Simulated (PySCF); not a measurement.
# ZrCl₃⁺: structure of the singlet

Where does singlet ZrCl₃⁺ go from a trigonal pyramidal start, is the end point a minimum, and what are its modes, charges and moments?

Computed with PySCF 2.14.0. Level: PBE0, basis Zr def2-TZVP with ECP28, Cl def2-TZVP, scalar-relativistic core potentials, no spin–orbit coupling, density fitting.

### 1 The system as given

4 atoms, charge 1, spin multiplicity 1.

Bond lengths: Zr1–Cl2 2.479 Å, Zr1–Cl3 2.479 Å, Zr1–Cl4 2.479 Å. Angles: Cl2–Zr1–Cl3 99.8°, Cl2–Zr1–Cl4 99.8°, Cl3–Zr1–Cl4 99.8°.

Z-matrix (Å, degrees; charge 1 multiplicity 1):
```
Zr
Cl 1 2.4794
Cl 1 2.4794 2 99.75
Cl 1 2.4794 2 99.75 3 -101.77
```

### 2 The SCF at the typed geometry

One driver script runs all steps and calls PySCF; scf.py shows how it sets up the SCF of each step. The optimiser is the driver's own. After this first run the driver tries any further starts and a stability analysis.

The input, scf.py:

```python
from pyscf import gto, scf, dft
mol = gto.M(atom='''
Zr     0.000000     0.000000     0.000000
Cl     2.189200     0.000000     1.164000
Cl    -1.094600     1.895900     1.164000
Cl    -1.094600    -1.895900     1.164000''',
    basis={'Zr': 'def2-TZVP', 'Cl': 'def2-TZVP'},
    ecp={'Zr': 'def2-TZVP'},
    charge=1, spin=0)
mf = dft.RKS(mol, xc='PBE0')
mf.grids.atom_grid = (50, 194)
aux = {'Zr': 'def2-universal-JKFIT', 'Cl': 'def2-universal-JKFIT'}
mf = mf.density_fit(auxbasis=aux)
mf.conv_tol = 1e-08
mf.diis_space = 10
mf.max_cycle = 60
mf.init_guess = 'minao'
mf.verbose = 4
mf.kernel()
```

Launch:

```sh
$ OMP_NUM_THREADS=4 python axn.py task.json out
```

After this run come: Trigonal pyramidal start, singlet: relaxation; Vibrations and properties at this point.

What does the calculation give? Wanted: minimum; geometry; wavenumbers; dipole moment; highest occupied, lowest empty level; polar-tensor charge of Zr1; zero-point energy.

**Answer**, as computed:

| quantity | value |
| --- | --- |
| minimum | singlet, C3v |
| geometry | Zr–Cl 2.253 Å (×3); Cl–Zr–Cl 109.0° (×3) |
| wavenumbers (cm⁻¹) | 94 (a1), 115 (e), 452 (a1), 483 (e) |
| dipole moment (centre of mass) | 4.15 D |
| highest occupied, lowest empty level | -14.60, -9.02 eV |
| polar-tensor charge of Zr1 | +2.28 e |
| zero-point energy | 10.4 kJ/mol |
| entropy at 298.15 K | 336.8 J/(mol K) |

**Reading.** The trigonal pyramidal start keeps its C3v symmetry and ends in a minimum. In the infrared the band at 483 cm⁻¹ (e, stretch) leads. Other starts or spin states, not run here, may lie lower.
